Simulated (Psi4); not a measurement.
# SnH2F (SMILES [F][SnH2]): UHF/def2-TZVPP (core potential)

Aim: the vertical ionisation energy of SnH2F at UHF/def2-TZVPP (core potential), from 2 runs. 

Program for the calculation: Psi4 1.11.

## 1. Starting point

SnH2F has 4 atoms, charge 0, and is taken as a doublet. As SMILES, `[F][SnH2]`. The shape is that of a PBE0-D4/def2-TZVP optimisation.

Bond lengths: F1–Sn2 1.932 Å, Sn2–H3 1.726 Å, Sn2–H4 1.726 Å. Angles: F1–Sn2–H3 103.3°, F1–Sn2–H4 103.3°, H3–Sn2–H4 113.3°.

## 2. The energy at UHF/def2-TZVPP (core potential)

Input file fh2sn.py:

```python
import psi4

psi4.set_memory(2200000000)
psi4.set_num_threads(1)
psi4.core.set_output_file('fh2sn.out', False)

molecule = psi4.geometry("""
0 2
F     -1.552600    -0.190000     0.640700
Sn     0.028300    -0.242200    -0.468300
H      1.184100    -1.054400     0.524100
H      0.395700     1.426200    -0.716700
units angstrom
symmetry c1
no_reorient
no_com
""")

options = {'basis': 'def2-TZVPP', 'reference': 'uhf', 'puream': True, 'e_convergence': 1e-09, 'd_convergence': 1e-08, 'scf_type': 'pk', 'maxiter': 100}
psi4.set_options(options)

result, w = psi4.energy('hf', return_wfn=True)
psi4.oeprop(w, 'QUADRUPOLE', 'DIPOLE', 'MULLIKEN_CHARGES', title='HF')
print(f'total energy {result:.8f} hartree = {result * 27.211386:.5f} eV')
for k, v in sorted(psi4.core.scalar_variables().items()):
    print(f'{k:45s} {v:18.10f}')
```

Started as:

```
python fh2sn.py
```

fh2sn.out:

```text
[...]
    !!!  WARNING: ECP capability is in beta. Please check occupations closely.  !!!
[...]
  Running in c1 symmetry.
[...]
  Nuclear repulsion =   71.224961374238049
[...]
  Multiplicity = 2
[...]
  Nalpha       = 17
  Nbeta        = 16
[...]
    Number of basis functions: 109
[...]
 WARNING: Atomic UHF is not converging! Try casting from a smaller basis or call Rob at CCMST.
   -------------------------
[...]
   @UHF iter   1:  -313.89821761798930   -1.90377e+00   4.69445e-03 DIIS/ADIIS
[...]
   @UHF iter  14:  -313.99150463029753   -1.00613e-11   9.46127e-09 DIIS
[...]
   @S^2 Observed:                7.563087499E-01
[...]
    Orbital Energies [Eh]
    ---------------------
    Alpha Occupied:
       1A    -26.226689     2A     -5.892752     3A     -4.085187
       4A     -4.080422     5A     -4.077508     6A     -1.516420
       7A     -1.350034     8A     -1.349503     9A     -1.345073
      10A     -1.344206    11A     -1.337174    12A     -0.700699
      13A     -0.599800    14A     -0.595753    15A     -0.563526
      16A     -0.474935    17A     -0.349094
    Alpha Virtual:
      18A      0.056945    19A      0.104388    20A      0.113871
      21A      0.172555    22A      0.177924    23A      0.221024
      24A      0.263265    25A      0.299337    26A      0.305001
[...]
  @UHF Final Energy:  -313.99150463029753
   => Energetics <=
    Nuclear Repulsion Energy =             71.2249613742380490
    One-Electron Energy =                -659.1513975704435779
    Two-Electron Energy =                 273.9349315659079593
    Total Energy =                       -313.9915046302975270
  UHF NO Occupations:
  HONO-2 :   15  A 1.9991443
  HONO-1 :   16  A 1.9981460
[...]
 Multipole Moments:
 ------------------------------------------------------------------------------------
     Multipole            Electronic (a.u.)      Nuclear  (a.u.)        Total (a.u.)
 ------------------------------------------------------------------------------------
 L = 1.  Multiply by 2.5417464519 to convert [e a0] to [Debye]
 Dipole X            :         23.1467845          -22.2439662            0.9028183
 Dipole Y            :         12.4845054          -12.5980482           -0.1135428
 Dipole Z            :          8.1354620           -8.9363259           -0.8008638
 Magnitude           :                                                    1.2121698
 L = 2.  Multiply by 1.3450342976 to convert [e a0^2] to [Debye ang]
 Quadrupole XX       :       -109.1802834           83.1036485          -26.0766349
 Quadrupole XY       :         -6.6814072            6.4992829           -0.1821242
[...]
  Mulliken Charges: (a.u.)
   Center  Symbol    Alpha    Beta     Spin     Total
       1     F     4.81251  4.79439  0.01811 -0.60690
       2    SN    10.91724 10.15553  0.76172  0.92723
       3     H     0.63513  0.52504  0.11009 -0.16017
       4     H     0.63512  0.52504  0.11008 -0.16017
   Total alpha = 17.00000, Total beta = 16.00000, Total charge =  0.00000
```

Standard output:

```text
total energy -313.99150463 hartree = -8544.14403 eV
CURRENT ENERGY                                   -313.9915046303
CURRENT REFERENCE ENERGY                         -313.9915046303
DD SOLVATION ENERGY                                 0.0000000000
HF KINETIC ENERGY                                 183.3776619319
HF POTENTIAL ENERGY                              -497.3691665622
HF TOTAL ENERGY                                  -313.9915046303
HF VIRIAL RATIO                                     2.7122669213
NUCLEAR REPULSION ENERGY                           71.2249613742
ONE-ELECTRON ENERGY                              -659.1513975704
PCM POLARIZATION ENERGY                             0.0000000000
PE ENERGY                                           0.0000000000
SCF ITERATION ENERGY                             -313.9915046303
SCF ITERATIONS                                     14.0000000000
SCF TOTAL ENERGY                                 -313.9915046303
TWO-ELECTRON ENERGY                               273.9349315659
```

Wall time 5.4 s (1 thread of Intel Xeon Platinum 8375C at 2.90GHz (Ice Lake), shared host); peak memory 0.47 GiB.

## 3. The singlet cation: energy and forces at HF/def2-TZVPP (core potential)

Input file calc.inp:

```
memory 2.2 GB

molecule {
  1 1
  F     -1.552600    -0.190000     0.640700
  Sn     0.028300    -0.242200    -0.468300
  H      1.184100    -1.054400     0.524100
  H      0.395700     1.426200    -0.716700
  symmetry c1
  no_reorient
  no_com
}

set basis def2-TZVPP
set puream true
set e_convergence 1e-09
set d_convergence 1e-08
set scf_type pk

gradient("scf")
print_variables()
```

Started as:

```
psi4 -n 1 calc.inp calc.out
```

calc.out:

```text
[...]
    !!!  WARNING: ECP capability is in beta. Please check occupations closely.  !!!
[...]
  Running in c1 symmetry.
[...]
  Nuclear repulsion =   71.224961374238049
[...]
  Multiplicity = 1
[...]
  Nalpha       = 16
  Nbeta        = 16
[...]
    Number of basis functions: 109
[...]
 WARNING: Atomic UHF is not converging! Try casting from a smaller basis or call Rob at CCMST.
   -------------------------
[...]
   @RHF iter   1:  -313.58257038647662   -1.58812e+00   4.48278e-03 DIIS/ADIIS
[...]
   @RHF iter  11:  -313.66583284771633   -2.21121e-11   7.77217e-09 DIIS
[...]
    Orbital Energies [Eh]
    ---------------------
    Doubly Occupied:
       1A    -26.463623     2A     -6.189192     3A     -4.385257
       4A     -4.375645     5A     -4.373373     6A     -1.748890
       7A     -1.649402     8A     -1.647006     9A     -1.643573
      10A     -1.635569    11A     -1.619974    12A     -0.926226
      13A     -0.822806    14A     -0.810076    15A     -0.785249
      16A     -0.703617
[...]
  @RHF Final Energy:  -313.66583284771633
   => Energetics <=
    Nuclear Repulsion Energy =             71.2249613742380490
    One-Electron Energy =                -650.2226328693457162
    Two-Electron Energy =                 265.3318386473912938
    Total Energy =                       -313.6658328477163309
[...]
 Multipole Moments:
 ------------------------------------------------------------------------------------
     Multipole            Electronic (a.u.)      Nuclear  (a.u.)        Total (a.u.)
 ------------------------------------------------------------------------------------
 L = 1.  Multiply by 2.5417464519 to convert [e a0] to [Debye]
 Dipole X            :         23.2181360          -22.2439662            0.9741698
 Dipole Y            :         11.8768069          -12.5980482           -0.7212413
 Dipole Z            :          6.9393229           -8.9363259           -1.9970029
 Magnitude           :                                                    2.3360686
[...]
  -Total Gradient:
     Atom            X                  Y                   Z
    ------   -----------------  -----------------  -----------------
       1       -0.031189338971     0.008641065172     0.037099931821
       2        0.014666164519    -0.033720779508    -0.076766392699
       3        0.008032359247     0.013267987309     0.019471134492
       4        0.008490815205     0.011811727026     0.020195326386
[...]
```

Run time: 12 s. Hardware: 1 thread of Intel Xeon Platinum 8375C at 2.90GHz (Ice Lake), shared host; peak memory 0.46 GiB.

## 4. What came out

At UHF/def2-TZVPP (core potential):

| quantity | value |
| --- | --- |
| doublet SnH2F: total energy | -313.99150 Eh |
| doublet SnH2F: dipole moment | 3.08 D |
| doublet SnH2F: HOMO energy (highest over α and β) | -9.50 eV |
| doublet SnH2F: LUMO energy (lowest over α and β) | -0.12 eV |
| doublet SnH2F: ⟨S²⟩ | 0.756 |
| singlet cation: total energy | -313.66583 Eh |
| singlet cation: HOMO energy | -19.15 eV |
| singlet cation: LUMO energy | -8.22 eV |
| singlet cation: HOMO–LUMO gap | 10.93 eV |
| singlet cation: largest force on an atom | 4.377 eV/Å |
| vertical ionisation energy (to the singlet cation) | 8.862 eV |

In words: The vertical ionisation energy comes to 8.86 eV (855 kJ/mol). Only the singlet of the ionised species was computed; a triplet could lie lower. Mulliken charges (doublet SnH2F) run from -0.61 on F1 to +0.93 on Sn2.
